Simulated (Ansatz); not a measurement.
# ScGaTeSe2: the cost of one run

Computed with Ansatz 0.2.0 (DFT PBE, scalar-relativistic, plane waves, PAW, unless a step's input says otherwise).

1 further run of the same task is left out (it didn't finish).

## Step 1: The starting structure

It takes space group P-6m2 (No. 187, hexagonal). The conventional cell has a = 4.049 Å, b = 4.049 Å, c = 9.322 Å, α = 90.00°, β = 90.00°, γ = 120.00°. Around Sc (site symmetry -6m2) lie 6 Se at 3.14 Å. Ga (site symmetry -6m2) is surrounded by 3 Te at 2.34 Å. Te (site symmetry -6m2) is surrounded by 3 Ga at 2.34 Å and 2 Se at 2.57 Å. Se (site symmetry 3m) is surrounded by 1 Te at 2.57 Å and 3 Sc at 3.14 Å.

Structure file:

```
Sc Ga Te Se
1.0
     4.04897    0.00000    0.00000
    -2.02449    3.50651    0.00000
     0.00000    0.00000    9.32158
Sc Ga Te Se
1 1 1 2
Direct
  0.33333 0.66667 0.00000
  0.33333 0.66667 0.50000
  0.66667 0.33333 0.50000
  0.66667 0.33333 0.22483
  0.66667 0.33333 0.77517
```

Recipe of the guess: random cell by space group and Wyckoff sites (P-6m2, No. 187). Its size is a rough estimate.

## Step 2: Probe: one point on a coarse mesh

Input file input.yaml:

```yaml
crystal:
  lattice:
    - [4.0489704, 0.0, 0.0]
    - [-2.0244852, 3.50651122, 0.0]
    - [0.0, 0.0, 9.32158149]
  atoms:
    - { symbol: Sc, position: [0.33333333, 0.66666667, 0.0] }
    - { symbol: Ga, position: [0.33333333, 0.66666667, 0.5] }
    - { symbol: Te, position: [0.66666667, 0.33333333, 0.5] }
    - { symbol: Se, position: [0.66666667, 0.33333333, 0.2248295] }
    - { symbol: Se, position: [0.66666667, 0.33333333, 0.7751705] }
basis:
  ecutwfc: 420
kpoints:
  mp_grid: { grid: [6, 6, 2] }
hamiltonian:
  xc: pbe
scf:
  occupations: { method: gaussian, width: 0.1 }
  lower_state_search: "off"
output:
  forces: true
  stress: true
  eigenvalues: true
```

Started as:

```bash
$ ansatz run input.yaml --threads 1 --pin off --max-ram 2560MiB --backend cpu --events-out ev --progress --plain --runs-dir out
```

Q: Estimate wall time and peak memory on 1 thread of Intel Xeon at 2.70GHz, shared host.

About 8.5 s, with a peak of 0.44 GiB.
